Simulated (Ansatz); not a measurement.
**C₂H₆F₃GeN: one species, many methods**

An exercise on one series of results from a longer session: the logs are not shown, and one member is left open.

Computed with Ansatz 0.2.0, Gaussian basis. Level: functionals in def2-TZVPP, the program's frozen cores in correlated methods.

The runs, in order: LDA (SPW92), PBE-D4, revPBE-D4, BLYP-D4, r2SCAN-D4, B97M-V, PBE0-D4, B3LYP-D4, r2SCANh-D4, r2SCAN0-D4, HSE06-D4, BHLYP-D4, CAM-B3LYP-D4, LC-ωPBE, ωB97X-V, ωB97M-V, B2PLYP, PBE-QIDH; CCSD(T)/def2-SVP; CCSD(T)/def2-TZVPP; MP2/def2-QZVPP; extrapolation to the limit; RPA on PBE.

### Structure used throughout

An earlier PBE0-D4 in a triple-zeta def2 set relaxation fixed the geometry.

SMILES `C[N](C)[Ge]([F])([F])[F]`, 13 atoms, charge 0, spin multiplicity 1.

Atoms are counted from 1 here; the program's logs count them from 0.

Bond lengths: C1–N2 1.448 Å, C1–H8 1.098 Å, C1–H9 1.095 Å, C1–H10 1.091 Å, N2–C3 1.448 Å, N2–Ge4 1.777 Å, C3–H11 1.095 Å, C3–H12 1.091 Å, C3–H13 1.098 Å, Ge4–F5 1.708 Å, Ge4–F6 1.708 Å, Ge4–F7 1.715 Å. Angles: N2–C1–H8 112.4°, N2–C1–H9 109.5°, N2–C1–H10 110.7°, H8–C1–H9 108.1°, H8–C1–H10 108.5°, H9–C1–H10 107.6°, C1–N2–C3 115.2°, C1–N2–Ge4 120.2°, C3–N2–Ge4 120.1°, N2–C3–H11 109.5°, N2–C3–H12 110.7°, N2–C3–H13 112.4°, H11–C3–H12 107.6°, H11–C3–H13 108.1°, H12–C3–H13 108.5°, N2–Ge4–F5 110.3°, N2–Ge4–F6 110.3°, N2–Ge4–F7 117.7° and more.

Set-up of the first run:

The input, in.yaml:

```yaml
crystal:
  periodic: [false, false, false]
  atoms:
    - {symbol: C, position_ang: [-0.812792, -0.212958, 1.257136]}
    - {symbol: N, position_ang: [0.153164, -0.021181, 0.196044]}
    - {symbol: C, position_ang: [0.904688, -1.202236, -0.172855]}
    - {symbol: Ge, position_ang: [-0.050852, 1.305950, -0.967190]}
    - {symbol: F, position_ang: [1.416437, 1.603454, -1.789875]}
    - {symbol: F, position_ang: [-0.541326, 2.730025, -0.161149]}
    - {symbol: F, position_ang: [-1.208542, 1.099298, -2.215937]}
    - {symbol: H, position_ang: [-1.576980, -0.956975, 0.996860]}
    - {symbol: H, position_ang: [-0.298983, -0.555783, 2.161662]}
    - {symbol: H, position_ang: [-1.312538, 0.726826, 1.497063]}
    - {symbol: H, position_ang: [1.459797, -1.568886, 0.697270]}
    - {symbol: H, position_ang: [1.630469, -0.968344, -0.953270]}
    - {symbol: H, position_ang: [0.257956, -2.013890, -0.530961]}
basis:
  gaussian: {orbitals: def2-TZVPP}
hamiltonian: {xc: lda}
output: {orbitals: {seedname: orbitals}}
```

Started as:

```console
$ ansatz run in.yaml --threads 2 --pin off --events-out ev --progress --plain --max-ram 32768MiB --backend cuda --devices 0, --max-vram 18GiB
```

Among the steps run: LDA; PBE-D4 (GGA); revPBE-D4 (GGA); BLYP-D4 (GGA); r2SCAN-D4 (meta-GGA); B97M-V (meta-GGA); PBE0-D4 (hybrid); B3LYP-D4 (hybrid); r2SCANh-D4 (hybrid); r2SCAN0-D4 (hybrid); HSE06-D4 (hybrid); BHLYP-D4 (hybrid); CAM-B3LYP-D4 (range-separated); LC-ωPBE (range-separated); ωB97X-V (range-separated); ωB97M-V (range-separated); B2PLYP (double hybrid); PBE-QIDH (double hybrid).

One of the session's tables, all rows but one given; the rest of the session is left out.

| functional | HOMO (eV) | gap (eV) |
| --- | --- | --- |
| LDA (SPW92) | -6.17 | 4.22 |
| PBE-D4 | -6.02 | 4.45 |
| revPBE-D4 | -5.96 | 4.56 |
| BLYP-D4 | -5.93 | 4.38 |
| r2SCAN-D4 | -6.30 | 5.11 |
| B97M-V | -6.43 | 5.15 |
| PBE0-D4 | ? | ? |
| B3LYP-D4 | -7.23 | 6.40 |
| r2SCANh-D4 | -6.83 | 6.04 |
| r2SCAN0-D4 | -7.63 | 7.43 |
| HSE06-D4 | -7.03 | 6.22 |
| BHLYP-D4 | -8.80 | 9.41 |
| CAM-B3LYP-D4 | -8.86 | 9.43 |
| LC-ωPBE | -10.20 | 12.21 |
| ωB97X-V | -9.85 | 11.69 |
| ωB97M-V | -9.77 | 11.36 |

Estimate the missing values for PBE0-D4.

As computed: HOMO (eV): -7.44; gap (eV): 7.00. In the column «HOMO (eV)» it lies between r2SCAN0-D4 (-7.63) and B3LYP-D4 (-7.23).
